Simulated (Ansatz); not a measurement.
Born–Oppenheimer molecular dynamics of a periodic cell of 21 atoms, MgH₁₂Cl₂O₆ (host MgH12Cl2O6, host structure C2/m). It goes on from the last frame of an earlier run, with new velocities.

Method: DFT r2SCAN, scalar-relativistic, plane waves, PAW (Ansatz). Settings: accuracy low, cutoff 500 eV, k mesh 2x2x2, fermi-dirac smearing 0.05 eV, no spin polarisation.

| Quantity | Value |
| --- | --- |
| ensemble | NVE (velocity Verlet) |
| time step | 0.5 fs |
| steps asked | 50 |
| starting velocities drawn for | 1120 K |
| seed | 152190 |

First frame:

```xyz
21
Lattice="5.0673 -3.6419 0.0000 5.0673 3.6419 0.0000 -0.4238 0.0000 6.2176" Properties=species:S:1:pos:R:3
Mg -0.032 -0.031 -0.070
H 2.404 -0.180 1.650
H 7.588 0.122 4.588
H 2.709 0.323 0.170
H 7.159 0.134 5.958
H 5.141 1.556 1.773
H 4.891 -1.733 2.065
H 4.337 -1.496 4.497
H 4.436 1.836 4.392
H 3.749 2.452 1.955
H 3.487 -2.114 1.779
H 5.800 -2.026 4.298
H 5.996 2.121 4.260
Cl 3.033 -0.059 3.770
Cl 6.799 -0.018 2.477
O 1.977 -0.035 0.830
O 7.932 -0.071 5.467
O 4.446 2.160 1.394
O 4.373 -2.048 1.281
O 5.018 -2.031 4.904
O 5.203 2.180 4.813
```

Task: What does the run give?

Result: All steps were run.

```
steps done                                               : 50
time covered                                             : 25 fs
mean temperature over the second half                    : 802 K
spread of the potential energy over the second half      : 4.6 meV per atom
mean potential energy of the second half above the start : 39.6 meV per atom
```

The conserved energy stayed within 0.85 meV per atom of its start (net change 0.56 meV per atom), so the integration is sound. A run of 0.025 ps of so small a system gives no equilibrium averages. Limits of this set-up: coarse k mesh, low accuracy level.

Task: What happens to the structure?

Result: Mean squared displacements from the first frame to the last, about the centre of mass: Mg 0.06 Å², H 0.25 Å², Cl 0.04 Å², O 0.08 Å². This is one draw of velocities; another would differ in detail.

Task: How do temperature and energy run in time?

Result: 
| time (fs) | T (K) | potential energy less start (eV) | conserved less start (meV/atom) |
| --- | --- | --- | --- |
| 0.0 | 1120 | 0.000 | 0.00 |
| 2.0 | 918 | 0.541 | 0.82 |
| 4.0 | 1007 | 0.300 | 0.35 |
| 6.0 | 979 | 0.375 | 0.45 |
| 8.0 | 969 | 0.404 | 0.65 |
| 10.0 | 1071 | 0.126 | -0.04 |
| 12.0 | 840 | 0.737 | 0.60 |
| 14.0 | 813 | 0.803 | 0.49 |
| 16.0 | 799 | 0.838 | 0.45 |
| 18.0 | 791 | 0.864 | 0.70 |
| 20.0 | 852 | 0.696 | 0.16 |
| 22.0 | 798 | 0.838 | 0.24 |
| 24.0 | 738 | 1.000 | 0.60 |

Run time: 9.4 min on 1 thread of Arm Neoverse V2, on a shared host, peak memory 0.81 GiB.
